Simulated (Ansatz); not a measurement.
# Sc3SiF: the cost of one run

Computed with Ansatz 0.2.0 (DFT PBE, scalar-relativistic, plane waves, PAW, unless a step's input says otherwise).

2 further runs of the same task are left out: 1 that didn't finish, 1 set aside as unsound or not needed.

### Step 1. The starting structure

It takes space group Pm-3m (No. 221, cubic). The conventional cell has a = 5.057 Å, b = 5.057 Å, c = 5.057 Å, α = 90.00°, β = 90.00°, γ = 90.00°. Sc (site symmetry 4/mmm) has 2 Si at 2.53 Å and 8 Sc at 3.58 Å and 4 F at 3.58 Å as nearest neighbours. Si (site symmetry m-3m) is surrounded by 6 Sc at 2.53 Å. F (site symmetry m-3m) has 12 Sc at 3.58 Å as nearest neighbours.

Structure file:

```
Sc Si F
1.0
     5.05698    0.00000    0.00000
     0.00000    5.05698    0.00000
     0.00000    0.00000    5.05698
Sc Si F
3 1 1
Direct
  0.00000 0.50000 0.50000
  0.50000 0.00000 0.50000
  0.50000 0.50000 0.00000
  0.50000 0.50000 0.50000
  0.00000 0.00000 0.00000
```

### Step 2. Random cell by space group and Wyckoff sites (Pm-3m, No. 221)

The input, input.yaml:

```yaml
crystal:
  lattice:
    - [5.0569835392, 0.0, 0.0]
    - [0.0, 5.0569835392, 0.0]
    - [0.0, 0.0, 5.0569835392]
  atoms:
    - { symbol: Sc, position: [0.0, 0.5, 0.5] }
    - { symbol: Sc, position: [0.5, 0.0, 0.5] }
    - { symbol: Sc, position: [0.5, 0.5, 0.0] }
    - { symbol: Si, position: [0.5, 0.5, 0.5] }
    - { symbol: F, position: [0.0, 0.0, 0.0], spin: 1.0 }
basis:
  ecutwfc: 420
kpoints:
  mp_grid: { grid: [4, 4, 4] }
hamiltonian:
  xc: pbe
scf:
  occupations: { method: gaussian, width: 0.1 }
  lower_state_search: "off"
output:
  forces: true
  stress: true
  eigenvalues: true
  populations: true
magnetization:
  spin_polarized: true
```

On the command line:

```sh
ansatz run input.yaml --threads 1 --pin off --max-ram 2560MiB --backend cpu --events-out ev --progress --plain --runs-dir out
```

What time and memory should one allow on 1 thread of Intel Xeon at 2.70GHz, shared host?

About 13 s, with a peak of 0.45 GiB.
